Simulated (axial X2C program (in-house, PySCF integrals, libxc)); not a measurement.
**A two-component session on IFe: properties at the nuclei**

Aim: properties at the nuclei of IFe, with spin–orbit coupling in the Hamiltonian from the start.

The runs use an in-house X2C program for linear molecules on PySCF integrals; two-component X2C with atomic mean-field terms, I dyall-cv3z, Fe dyall-cv3z.

All values are calculated.

1 further run of the same task is left out (it didn't finish).

## Step 1: The job

File task.json:

```json
{"zs": [53, 26], "q": 0, "bas": ["dyall-cv3z", "dyall-cv3z"], "r0": 2.49, "levels": ["PBE0", "HF", "PBE50", "r2SCAN", "B3LYP"], "nst": 3}
```

Keys: zs atomic numbers; q charge; bas basis sets; r0 starting distance in Å; levels methods (HF also brings MP2); nst determinants followed.

On the command line:

```sh
$ python soeom.py task.json out
```

Nuclei are Gaussian, cores are contracted, and the Gaunt term is on.

## Step 2: Expectation values, lowest determinant

R = 2.544 Å. State: Ω = 9/2 (excess of +ω over −ω: ω = 1/2, ω = 3/2, ω = 5/2).

Output of the PBE0 run:

```text
two-component X2C + atomic mean field  PBE0
basis functions 232  fitting functions 1227  grid points 5802
iter        total energy     max residual
   1      -8384.162131208     2.46e+00
   2      -8384.526746118     5.48e-03
   3      -8384.526855101     7.52e-03
   4      -8384.527208398     8.33e-04
   5      -8384.527205716     1.26e-03
   6      -8384.527214702     1.50e-04
   7      -8384.527214935     5.75e-05
   8      -8384.527214975     1.84e-05
   9      -8384.527214995     1.36e-05
  10      -8384.527215007     1.01e-05
  11      -8384.527215015     5.37e-06
  12      -8384.527215018     1.51e-06
  13      -8384.527215019     1.81e-07
converged
one-electron -12074.56083756  Coulomb 3646.90868130  exact exchange -58.78934841  xc functional -180.04934999  nuclear repulsion 286.63765591  atomic mean-field constant -4.67401628
```

The highest occupied spinor is 49% Fe s, 29% Fe p, 18% I p.

| level | Eeff magnitude (GV/cm) | Ws magnitude I (kHz) | A∥/gI I (MHz) | qzz I (a.u.) | A∥/gI Fe (MHz) | qzz Fe (a.u.) | μ (D) |
| --- | --- | --- | --- | --- | --- | --- | --- |
| PBE0 | 4.37 | 0.491 | 39.7 | 2.83 | 556 | 0.94 | 2.26 |
| HF | 3.11 | 0.294 | 25.9 | 2.44 | 472 | 0.75 | 2.97 |
| PBE50 | 4.1 | 0.437 | 36.7 | 2.96 | 534 | 0.91 | 2.73 |
| r2SCAN | 4.95 | 0.58 | 51.1 | 2.30 | 589 | 0.85 | 1.83 |
| B3LYP | 4.87 | 0.564 | 48 | 2.75 | 561 | 0.99 | 2.12 |

Eeff is the effective electric field on the electron dipole moment in this Ω state and Ws the scalar–pseudoscalar constant (defined with the proton number Z and per Ω); A∥ is the parallel hyperfine constant, which follows by multiplying with the nuclear g factor gI = μI/(I μN); qzz is the electric field gradient, eQq0 = 234.96 MHz × Q/barn × qzz; μ is positive if Fe is the positive end. The operators were transformed with the bare-nucleus X2C matrices.

## Step 3: Expectation values, a higher determinant

R = 2.544 Å. State: Ω = 5/2 (excess of +ω over −ω: ω = 5/2), 0.06 eV above the lowest in the PBE0 search for states (made at or near this distance, with looser thresholds).

Output of the PBE0 run:

```text
two-component X2C + atomic mean field  PBE0
basis functions 232  fitting functions 1227  grid points 5802
iter        total energy     max residual
   1      -8384.149842308     2.49e+00
   2      -8384.524244289     6.72e-03
   3      -8384.524274662     9.59e-03
   4      -8384.524766821     1.14e-03
   5      -8384.524766647     1.24e-03
   6      -8384.524779613     1.50e-04
   7      -8384.524779911     6.26e-05
   8      -8384.524779970     1.84e-05
   9      -8384.524780003     1.36e-05
  10      -8384.524780013     9.59e-06
  11      -8384.524780018     5.96e-06
  12      -8384.524780020     2.31e-06
  13      -8384.524780021     6.14e-07
converged
one-electron -12073.91607553  Coulomb 3646.25594360  exact exchange -58.78636812  xc functional -180.04191961  nuclear repulsion 286.63765591  atomic mean-field constant -4.67401628
```

The highest occupied spinor is 46% Fe s, 28% Fe p, 21% I p.

| level | Eeff magnitude (GV/cm) | Ws magnitude I (kHz) | A∥/gI I (MHz) | qzz I (a.u.) | A∥/gI Fe (MHz) | qzz Fe (a.u.) | μ (D) |
| --- | --- | --- | --- | --- | --- | --- | --- |
| PBE0 | 4.91 | 0.987 | 79.5 | 2.97 | 473 | -3.51 | 2.37 |
| HF | 4.07 | 0.748 | 64.3 | 2.67 | 383 | -3.88 | 3.09 |
| PBE50 | 4.75 | 0.923 | 77.1 | 3.16 | 459 | -3.65 | 2.83 |
| r2SCAN | 5.61 | 1.17 | 92.3 | 2.45 | 516 | -3.52 | 2.00 |
| B3LYP | 5.29 | 1.09 | 93.7 | 2.92 | 475 | -3.41 | 2.15 |

## Step 4: Summary of results

| quantity | value |
| --- | --- |
| lowest determinant | Ω = 9/2 (excess of +ω over −ω: ω = 1/2, ω = 3/2, ω = 5/2) |
| Eeff magnitude (GV/cm), PBE0 | 4.37 |
| Ws magnitude I (kHz), PBE0 | 0.491 |
| A∥/gI I (MHz), PBE0 | 39.7 |
| qzz I (a.u.), PBE0 | 2.83 |
| higher determinant | Ω = 5/2 (excess of +ω over −ω: ω = 5/2) |
| Eeff magnitude (GV/cm), PBE0, higher determinant | 4.91 |
| Ws magnitude I (kHz), PBE0, higher determinant | 0.987 |
| A∥/gI I (MHz), PBE0, higher determinant | 79.5 |
| qzz I (a.u.), PBE0, higher determinant | 2.97 |

In the first state, the effective field runs from 3.11 to 4.95 GV/cm over the mean-field levels. The expectation values come from single determinants, which for open shells can mix terms of unlike spin or miss the lowest Ω, so a determinant need not be a state. Eeff is the effective electric field on the electron dipole moment in this Ω state and Ws the scalar–pseudoscalar constant (defined with the proton number Z and per Ω); A∥ is the parallel hyperfine constant, which follows by multiplying with the nuclear g factor gI = μI/(I μN); qzz is the electric field gradient, eQq0 = 234.96 MHz × Q/barn × qzz; μ is positive if Fe is the positive end. The operators were transformed with the bare-nucleus X2C matrices. A second determinant lies within 0.1 eV of the first, so their order is not settled at this level.
